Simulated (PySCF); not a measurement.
# C4H3BrO (3-bromofuran): the cost of one run

Computed with PySCF 2.14.0 and routines of our own; the level stands in each step. Atoms count from 0.

### 1 The starting structure

9 atoms, charge 0, multiplicity 1; geometry from: GFN2-xTB.

### 2 Geometry optimisation at PBE0-D3(BJ)/def2-TZVP

Job settings and geometry (Å):

```
{"job": {"xc": "PBE0", "basis": "def2-TZVP", "d3": "d3bj", "grid": 2, "kind": "geom"}, "charge": 0, "multiplicity": 1}
Br     2.685929     0.725955     0.214295
C      0.902791     0.159266     0.067836
C     -0.246542     0.987133     0.002817
C     -1.293902     0.125565    -0.095630
O     -0.871292    -1.148391    -0.095508
C      0.464808    -1.130631     0.003843
H     -0.268784     2.056584     0.027152
H     -2.349525     0.294410    -0.169459
H      0.990079    -2.063898     0.019475
```

Run with:

```bash
> OMP_NUM_THREADS=1 python excited_run.py task.json out
```

One launch serves the whole session: the jobs run in the order shown.

Q: Estimate the wall time and peak memory of this first job on 1 thread of Intel Xeon Platinum 8559C, shared host.

About 1.9 min, with a peak of 0.98 GiB.
